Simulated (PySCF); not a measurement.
# H3O3Pb (Pb(OH)3+): the cost of one run

Program: PySCF 2.14.0. Level of theory: several levels, as the steps say, no spin–orbit coupling. These are calculated values, not measurements.

1 further run of the same task is left out (for a known fault of the program).

**1. Starting geometry**

7 atoms, charge 1, spin multiplicity 1.

Bond lengths: Pb1–O2 2.032 Å, Pb1–O4 2.032 Å, Pb1–O6 2.032 Å, O2–H3 0.976 Å, O4–H5 0.976 Å, O6–H7 0.976 Å. Angles: O2–Pb1–O4 120.0°, O2–Pb1–O6 120.0°, O4–Pb1–O6 120.0°, Pb1–O2–H3 111.0°, Pb1–O4–H5 111.0°, Pb1–O6–H7 111.0°.

Coordinates:

```xyz
7
H3O3Pb
Pb    0.00000    0.00000    0.12022
O     2.00309    0.33897    0.12031
H     2.49951   -0.50157    0.12054
O    -1.29510    1.56524    0.12031
H    -0.81539    2.41543    0.12054
O    -0.70799   -1.90421    0.12031
H    -1.68413   -1.91386    0.12054
```

Formal oxidation states: Pb +4. An earlier session relaxed this geometry at PBE0, Pb def2-SVP with ECP60, O def2-SVP, H def2-SVP (singlet, point group C3h).

At PBE0 on the finer grid: E = -419.573354 Eh, HOMO -15.05 eV, LUMO -10.04 eV, Mulliken charge on Pb1 +1.30 e, largest force component 0.004 eV/Å. 

Levels to run: revPBE; BLYP; PBE0, TZVP. Hardware: 2 threads of Arm Neoverse V2, shared host.

**2. revPBE**

File run.py (the lines that set the calculation):

```python
mol = gto.M(atom='''
Pb     0.00000     0.00000     0.12022
O      2.00309     0.33897     0.12031
H      2.49951    -0.50157     0.12054
O     -1.29510     1.56524     0.12031
H     -0.81539     2.41543     0.12054
O     -0.70799    -1.90421     0.12031
H     -1.68413    -1.91386     0.12054''',
    basis={'Pb': 'def2-SVP', 'O': 'def2-SVP', 'H': 'def2-SVP'},
    ecp={'Pb': 'def2-SVP'},
    charge=1, spin=0)
mf = dft.RKS(mol, xc='PBE_R,PBE')
mf.grids.atom_grid = (75, 302)
mf = mf.density_fit()  # fitting sets: Pb def2-universal-JKFIT, O def2-universal-JKFIT, H def2-universal-JKFIT
mf.conv_tol = 1e-08; mf.max_cycle = 55
mf.kernel(dm0)  # dm0: the density of the relaxed state
```

Run with:

```bash
OMP_NUM_THREADS=2 python run.py
```

**Question.** How long does this run take on 2 threads of Arm Neoverse V2, shared host?

About 2.9 s.
